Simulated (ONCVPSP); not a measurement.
# An ONCV potential for oxygen, from input to tests

Aim: build the potential from the settings below, then test how well it stands in for the atom: other configurations, scattering, ghost states and the plane-wave cutoff that it needs.

Method: ONCVPSP 4.0.1, PW91, scalar-relativistic.

### 1 The design

The settings as typed:

```
element                 : oxygen (O, Z = 8)
type                    : optimised norm-conserving Vanderbilt (ONCV)
frozen core             : [He]
valence charge          : 6
reference configuration : 2s2 2p4
partial waves           : 2s: rc 0.95 bohr, ncon 4, nbas 9, qcut 5.3 1/bohr, 2 projectors, debl 2.6 Ha; 2p: rc 1.75 bohr, ncon 4, nbas 8, qcut 10 1/bohr, 2 projectors, debl 2.2 Ha
local potential         : polynomial inside 0.95 bohr (lpopt 5, dvloc0 -1 Ha)
core correction         : polynomial model core, fcfact 0.7
```

An earlier all-electron run gives the scale for the radii.

All-electron outer shells of the reference configuration (PW91, scalar-relativistic, ld1.x):

```tsv
shell	level (eV)	outermost node (bohr)	outermost maximum (bohr)
1s	-515.10	–	0.13
2s	-24.01	0.28	0.87
2p	-9.11	–	0.82
```

### 2 Generation

O.dat

```
# ATOM AND REFERENCE CONFIGURATION
# atsym  z   nc   nv     iexc    psfile
  O 8.00    1    2  -109134      upf
#
#   n    l    f
    1    0    2.00
    2    0    2.00
    2    1    4.00
#
# PSEUDOPOTENTIAL AND OPTIMIZATION
# lmax
    1
#
#   l,   rc,      ep,       ncon, nbas, qcut
    0    0.95    0.00    4    9    5.30
    1    1.75    0.00    4    8   10.00
#
# LOCAL POTENTIAL
# lloc, lpopt,  rc(5),   dvloc0
    4    5    0.95   -1.00
#
# VANDERBILT-KLEINMAN-BYLANDER PROJECTORs
# l, nproj, debl
    0    2    2.60
    1    2    2.20
#
# MODEL CORE CHARGE
# icmod, fcfact, rcfact
    1    0.70    0.00
#
# LOG DERIVATIVE ANALYSIS
# epsh1, epsh2, depsh
   -2.00    5.00    0.02
#
# OUTPUT GRID
# rlmax, drl
    6.00    0.01
#
# TEST CONFIGURATIONS
# ncnf
    4
# nvcnf
#   n    l    f
    2
    2    0    2.00
    2    1    3.00
#
    2
    2    0    2.00
    2    1    2.00
#
    2
    2    0    2.00
    2    1    1.00
#
    2
    2    0    1.00
    2    1    5.00
#
```

The run is started by

```console
$ oncvpsp.x < O.dat > O.out
```

**Question.** What will these runs give? Wanted: cutoffs for 1 and 0.1 mHa per electron, occupied waves; bound ghosts; GHOST(+) flags; largest test error; largest phase difference near zero energy, channels read; rms error of d²Exc/dn², without and with the model core.

The runs gave:

| quantity | value |
| --- | --- |
| cutoffs for 1 and 0.1 mHa per electron, occupied waves | 215 Ha and 268 Ha |
| bound ghosts | none found |
| GHOST(+) flags | none at low energy |
| largest test error (AE − PS) | +1146 meV, for 2s2 2p1 |
| largest phase difference near zero energy, channels read | 0.000 rad |
| rms error of d²Exc/dn², without and with the model core | 1.46 and 1.90 mHa |

**Reading.** The worst unpolarised test, 2s2 2p1, is off by 1146 meV on 104.2 eV; by total energies transferability rates as poor. That test lies far up in energy; among those under 40 eV, nearer to bonding, the largest error is 38 meV. The potential is very hard: the looser tolerance needs 215 Ha. At the looser tolerance the 2s wave is the slowest; 2p needs 28 Ha. The program's ghost test flags no bound state. Near zero energy the phases of the channels with partial waves agree within 0.001 rad.
